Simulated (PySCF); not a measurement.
# C4H3F3O2: runs on many settings, part 2 of 2

PySCF 2.14.0. Atoms count from 0.

## 5. NMR shieldings: wB97X/pcSseg-1

Job settings and geometry (Å):

```
{"job": {"kind": "nmr", "xc": "wB97X", "basis": "pcSseg-1", "pop": false, "scf": {"guess": "vsap", "aux": "def2-universal-jkfit"}}, "charge": 0, "multiplicity": 1}
O     -1.210401     1.363443     1.741131
C     -1.041811     0.528278     0.924741
O     -1.912252    -0.096377     0.106204
C     -0.889164    -0.897695    -0.509473
C      0.175317    -0.264384     0.400481
C      1.256455     0.540152    -0.294202
F      0.755658     1.418406    -1.170103
F      2.080960    -0.260771    -0.992857
F      2.013901     1.219690     0.565821
H     -0.795779    -0.667621    -1.571969
H     -1.073573    -1.961676    -0.360422
H      0.641886    -0.922131     1.134621
```

With the program's defaults for keys left out, this is: GIAO wB97X/pcSseg-1 NMR shielding, non-relativistic, gas phase.

The program printed:

```text
final grid: 118176 points
cycle   1  E = -603.4399473243  dE = -4.156e-01  |g| = 1.688e+00  |ddm| = 2.646e+00
cycle   2  E = -603.2141245687  dE =  2.258e-01  |g| = 2.112e+00  |ddm| = 2.266e+00
cycle   3  E = -603.9939534501  dE = -7.798e-01  |g| = 3.985e-01  |ddm| = 1.259e+00
cycle   4  E = -604.0191639623  dE = -2.521e-02  |g| = 7.158e-02  |ddm| = 2.588e-01
cycle   5  E = -604.0199168462  dE = -7.529e-04  |g| = 3.617e-02  |ddm| = 6.147e-02
cycle   6  E = -604.0201018560  dE = -1.850e-04  |g| = 5.295e-03  |ddm| = 2.139e-02
cycle   7  E = -604.0201098805  dE = -8.025e-06  |g| = 2.236e-03  |ddm| = 8.234e-03
cycle   8  E = -604.0201111570  dE = -1.276e-06  |g| = 6.705e-04  |ddm| = 2.519e-03
cycle   9  E = -604.0201113082  dE = -1.512e-07  |g| = 2.535e-04  |ddm| = 1.144e-03
cycle  10  E = -604.0201113323  dE = -2.410e-08  |g| = 7.368e-05  |ddm| = 4.526e-04
cycle  11  E = -604.0201113353  dE = -2.970e-09  |g| = 2.039e-05  |ddm| = 1.928e-04
cycle  12  E = -604.0201113355  dE = -2.117e-10  |g| = 1.274e-05  |ddm| = 4.703e-05
converged SCF energy = -604.0201113355

GIAO shielding tensors (ppm)
atom      isotropic    diamagn.    paramagn.     s11        s22        s33       span
  0 O      -95.496     399.254    -494.750   -340.385   -173.443    227.341    567.725
  1 C       23.885     252.024    -228.138    -86.058     71.012     86.703    172.762
  2 O       69.765     401.495    -331.730   -136.790     94.475    251.610    388.400
  3 C      129.239     248.371    -119.132     97.705    124.269    165.743     68.038
  4 C      128.275     256.789    -128.514     96.187    138.410    150.228     54.041
  5 C       57.476     239.764    -182.288     54.587     56.792     61.050      6.463
  6 F      267.894     475.136    -207.242    183.579    269.339    350.763    167.184
  7 F      253.130     473.579    -220.449    170.333    244.195    344.861    174.528
  8 F      257.671     472.136    -214.465    175.362    261.003    336.648    161.287
  9 H       27.377      29.822      -2.446     24.890     27.160     30.080      5.189
 10 H       27.411      29.237      -1.826     24.553     25.845     31.835      7.282
 11 H       27.734      30.571      -2.837     25.122     27.989     30.091      4.969
```

It took 82 s on 1 thread of Intel Xeon at 2.50GHz, shared host; peak memory 0.89 GiB.

Key values: δ C1 165.7, C5 132.1, C4 61.3, C3 60.4, H9 4.43, H10 4.40 ppm.

## 6. Nuclear shieldings: wB97X-D/aug-cc-pVDZ

Same as in step 5 but for these lines:

```diff
@@ -1,2 +1,2 @@
-{"job": {"kind": "nmr", "xc": "wB97X", "basis": "pcSseg-1", "pop": false, "scf": {"guess": "vsap", "aux": "def2-universal-jkfit"}}, "charge": 0, "multiplicity": 1}
+{"job": {"kind": "nmr", "xc": "wB97X-D", "basis": "aug-cc-pVDZ", "pop": true, "scf": {"aux": "def2-universal-jkfit"}}, "charge": 0, "multiplicity": 1}
 O     -1.210401     1.363443     1.741131
```

With the program's defaults for keys left out, this is: GIAO wB97X-D/aug-cc-pVDZ NMR shielding, non-relativistic, gas phase.

The program printed:

```text
final grid: 118176 points
cycle   1  E = -603.7664423277  dE =  2.121e+00  |g| = 1.308e+00  |ddm| = 8.751e+00
cycle   2  E = -603.5284420497  dE =  2.380e-01  |g| = 1.832e+00  |ddm| = 4.297e+00
cycle   3  E = -604.0916065379  dE = -5.632e-01  |g| = 1.702e-01  |ddm| = 2.529e+00
cycle   4  E = -604.0957852715  dE = -4.179e-03  |g| = 8.979e-02  |ddm| = 3.329e-01
cycle   5  E = -604.0971897977  dE = -1.405e-03  |g| = 1.860e-02  |ddm| = 1.456e-01
cycle   6  E = -604.0972632428  dE = -7.345e-05  |g| = 5.823e-03  |ddm| = 5.785e-02
cycle   7  E = -604.0972715392  dE = -8.296e-06  |g| = 2.024e-03  |ddm| = 1.302e-02
cycle   8  E = -604.0972725738  dE = -1.035e-06  |g| = 6.353e-04  |ddm| = 4.722e-03
cycle   9  E = -604.0972727227  dE = -1.489e-07  |g| = 1.508e-04  |ddm| = 1.936e-03
cycle  10  E = -604.0972727335  dE = -1.083e-08  |g| = 5.249e-05  |ddm| = 5.708e-04
cycle  11  E = -604.0972727346  dE = -1.103e-09  |g| = 1.607e-05  |ddm| = 1.662e-04
cycle  12  E = -604.0972727347  dE = -8.367e-11  |g| = 6.304e-06  |ddm| = 5.309e-05
converged SCF energy = -604.0972727347

GIAO shielding tensors (ppm)
atom      isotropic    diamagn.    paramagn.     s11        s22        s33       span
  0 O      -56.122     393.909    -450.031   -283.397   -125.451    240.481    523.878
  1 C       37.729     243.780    -206.051    -64.325     83.823     93.688    158.014
  2 O       85.079     384.471    -299.391   -106.813    109.704    252.347    359.160
  3 C      140.203     219.148     -78.945    111.221    131.412    177.975     66.754
  4 C      137.354     232.623     -95.269    107.349    146.560    158.152     50.803
  5 C       70.239     240.310    -170.071     66.128     70.365     74.224      8.096
  6 F      278.983     473.273    -194.291    197.994    281.861    357.092    159.098
  7 F      264.648     473.827    -209.179    184.788    255.069    354.087    169.299
  8 F      269.517     474.624    -205.107    190.851    271.284    346.416    155.565
  9 H       27.475      30.405      -2.930     25.138     27.400     29.886      4.748
 10 H       27.570      30.846      -3.276     24.929     26.173     31.608      6.679
 11 H       27.604      29.754      -2.150     25.203     27.895     29.714      4.511
```

Run time: 2.2 min. Hardware: 1 thread of Intel Xeon at 2.50GHz, shared host; peak memory 0.91 GiB.

This run: δ C1 160.1, C5 127.6, C4 60.5, C3 57.6, H9 4.51, H10 4.42 ppm.

## 7. Run by run: NMR shifts

Shifts (ppm) of some atoms, chosen among heavy atoms and hydrogens apart, means over like atoms, with basis size and wall time:

```tsv
run	C1	C5	H9	H11	O0	O2	F6	functions	time
PBE0/pcSseg-1	164.3	132.4	4.45	4.16	440.5	284.1	-83.5	168	61 s
wB97X/pcSseg-1	165.7	132.1	4.43	4.08	433.0	267.7	-68.9	168	82 s
wB97X-D/aug-cc-pVDZ	160.1	127.6	4.51	4.38	393.2	252.0	-73.1	234	2.2 min
```

## 8. Results

The summary covers parts 1 to 2.

| quantity | value |
| --- | --- |
| 13C shifts against TMS (PBE0/pcSseg-1) | 164.3, 132.4, 61.6, 60.6 ppm |
| 1H shifts against TMS (PBE0/pcSseg-1) | 4.45, 4.41, 4.16 ppm |
| 17O shifts against H2O (PBE0/pcSseg-1) | 440.5, 284.1 ppm |
| 19F shifts against CFCl3 (PBE0/pcSseg-1, means over atoms taken as alike) | -83.5 ppm |
| lowest singlet (PBE0/def2-SVPD) | 5.96 eV (208 nm), f = 0.001 |
| brightest single state of those computed | state 2, 7.90 eV, f = 0.051 |
| lowest triplet | 5.40 eV |
| largest coupling of the table (PBE0/STO-3G) | 1J(C,F) C5–F6, -243.1 Hz |
| range of the shift of O0 | 393.2 to 440.5 ppm |
| property runs in this session | 5, of which 0 failed and 1 gave unsound results |

Single values in the summary come from the first run of each kind that ended normally (PBE0/pcSseg-1; PBE0/def2-SVPD; PBE0/STO-3G), which need not be the best level. A minimal basis gives no usable values, so read them as a test of settings alone. The most deshielded carbon is C1 (ester carbonyl carbon), at 164.3 ppm: it is a carbonyl in resonance with an O or N lone pair, the region of acids, esters and amides. At PBE0/pcSseg-1: Shielding is most anisotropic at O0 (span 557 ppm, paramagnetic term -503 ppm). The lowest singlet, at 5.96 eV, is HOMO→LUMO 0.97 and is dark; of the 6 states computed, the strongest absorption comes from state 2 at 7.90 eV. The lowest triplet lies 0.55 eV below the lowest singlet (triplets in Tamm-Dancoff, singlets in full TDDFT). In the run at PBE0/STO-3G, the largest coupling of the table is C5–F6 (mean over like pairs), -243.1 Hz, of which the Fermi-contact term gives -219.3 Hz. Couplings across rotatable bonds belong to this one conformer; where others are populated, the observed values are averages. Density functionals describe couplings to fluorine poorly, F–F couplings above all, so those rows are rough. In ppm, O0 moves most: its shift spreads over 47.3 ppm, from 393.2 (wB97X-D/aug-cc-pVDZ) to 440.5 (PBE0/pcSseg-1). Couplings from bases without tight functions are rough.
